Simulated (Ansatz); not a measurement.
# FH3O2SeSi: basis-set convergence

The task here is to estimate one member of a computed series from the others.

Computed with Ansatz 0.2.0, Gaussian basis. Level: one geometry, several basis sets.

The runs, in order: PBE0-D4/def2-SVP; ωB97M-V/def2-SVP; PBE0-D4/def2-QZVPP; ωB97M-V/def2-QZVPP; the functionals' def2-TZVPP values are taken from earlier runs.

### Structure used throughout

All runs share one geometry, relaxed beforehand with PBE0-D4 in a triple-zeta def2 set.

SMILES `O[Si](O)(F)[SeH]`, 8 atoms, charge 0, spin multiplicity 1.

Atoms are counted from 1 here; the program's logs count them from 0.

Bond lengths: O1–Si2 1.628 Å, O1–H6 0.958 Å, Si2–O3 1.619 Å, Si2–F4 1.590 Å, Si2–Se5 2.258 Å, O3–H7 0.960 Å, Se5–H8 1.468 Å. Angles: Si2–O1–H6 118.4°, O1–Si2–O3 106.4°, O1–Si2–F4 109.2°, O1–Si2–Se5 114.7°, O3–Si2–F4 111.2°, O3–Si2–Se5 109.1°, F4–Si2–Se5 106.3°, Si2–O3–H7 116.9°, Si2–Se5–H8 91.3°.

Set-up of the first run:

Input file in.yaml:

```yaml
crystal:
  periodic: [false, false, false]
  atoms:
    - {symbol: O, position_ang: [-0.115947, 1.501124, -0.372179]}
    - {symbol: Si, position_ang: [0.178513, -0.083253, -0.139846]}
    - {symbol: O, position_ang: [1.776073, -0.224397, 0.080812]}
    - {symbol: F, position_ang: [-0.298716, -0.895847, -1.420466]}
    - {symbol: Se, position_ang: [-0.896058, -0.994507, 1.624667]}
    - {symbol: H, position_ang: [-1.025443, 1.802500, -0.362781]}
    - {symbol: H, position_ang: [2.320615, 0.512631, -0.203695]}
    - {symbol: H, position_ang: [-1.847039, -1.675349, 0.737686]}
basis:
  gaussian: {orbitals: def2-SVP}
hamiltonian: {xc: pbe0, dispersion: d4}
output: {orbitals: {seedname: orbitals}}
```

Started as:

```console
$ ansatz run in.yaml --threads 4 --pin off --events-out ev --progress --plain --max-ram 10444MiB
```

Among the steps run: PBE0-D4 in def2-SVP; ωB97M-V in def2-SVP; PBE0-D4 in def2-QZVPP; ωB97M-V in def2-QZVPP.

One of the session's tables, all rows but one given; the rest of the session is left out.

It belongs to the step «Functionals by basis». 

| functional | basis | HOMO (eV) | LUMO (eV) |
| --- | --- | --- | --- |
| PBE0-D4 | def2-SVP | -7.22 | 0.27 |
| PBE0-D4 | def2-TZVPP | ? | ? |
| PBE0-D4 | def2-QZVPP | -7.41 | -0.21 |
| ωB97M-V | def2-SVP | -9.38 | 2.29 |
| ωB97M-V | def2-TZVPP | -9.56 | 1.73 |
| ωB97M-V | def2-QZVPP | -9.59 | 1.21 |

**Question.** Estimate the row for PBE0-D4, def2-TZVPP.

The run gave: HOMO (eV): -7.38; LUMO (eV): -0.01. In the column «HOMO (eV)» it lies between PBE0-D4, def2-QZVPP (-7.41) and PBE0-D4, def2-SVP (-7.22).
